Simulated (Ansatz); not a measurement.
# AgW: the cost of one run

Method: DFT PBE, scalar-relativistic, plane waves, PAW, in Ansatz 0.2.0.

## (1) The starting structure

It takes space group Fd-3m (No. 227, cubic). The conventional cell has a = 6.737 Å, b = 6.737 Å, c = 6.737 Å, α = 90.00°, β = 90.00°, γ = 90.00°. Ag (site symmetry -43m) has 4 Ag at 2.92 Å and 4 W at 2.92 Å as nearest neighbours. W (site symmetry -43m) is surrounded by 4 Ag at 2.92 Å and 4 W at 2.92 Å.

Structure file:

```cif
data_structure
_symmetry_space_group_name_H-M 'Fd-3m:1'
_symmetry_Int_Tables_number 227
_cell_length_a 6.7374
_cell_length_b 6.7374
_cell_length_c 6.7374
_cell_angle_alpha 90.000
_cell_angle_beta 90.000
_cell_angle_gamma 90.000
_cell_volume 305.83
loop_
_atom_site_label
_atom_site_type_symbol
_atom_site_symmetry_multiplicity
_atom_site_Wyckoff_symbol
_atom_site_fract_x
_atom_site_fract_y
_atom_site_fract_z
_atom_site_occupancy
Ag1 Ag 8 a 0.50000 0.00000 0.50000 1
W1 W 8 b 0.00000 0.00000 0.50000 1
```

This is candidate A: NaTl (B32) type (Fd-3m, No. 227).

(A quick probe on a coarse mesh, which set the mesh and smearing, is not shown.)

## (3) A loose first relaxation (candidate A)

input.yaml reads:

```yaml
crystal:
  lattice:
    - [0.0, 3.3687026556, 3.3687026556]
    - [3.3687026556, 0.0, 3.3687026556]
    - [3.3687026556, 3.3687026556, 0.0]
  atoms:
    - { symbol: Ag, position: [0.5, 0.5, 0.5] }
    - { symbol: Ag, position: [0.75, 0.75, 0.75] }
    - { symbol: W, position: [0.0, 0.0, 0.0] }
    - { symbol: W, position: [0.25, 0.25, 0.25] }
basis:
  ecutwfc: 420
kpoints:
  mp_grid: { grid: [4, 4, 4] }
hamiltonian:
  xc: pbe
scf:
  occupations: { method: gaussian, width: 0.1 }
  lower_state_search: "off"
output:
  forces: true
  stress: true
  eigenvalues: true
relax:
  adjacent_minimum: "off"
  f_tol: 0.04
  max_steps: 70
  cell: { stress_tol: 0.4 }
```

Launch:

```bash
$ ansatz run input.yaml --threads 1 --pin off --max-ram 2560MiB --backend cpu --events-out ev --progress --plain --runs-dir out
```

What time and memory should one allow on 1 thread of Arm Neoverse V1, shared host?

About 8.3 s, with a peak of 0.33 GiB.
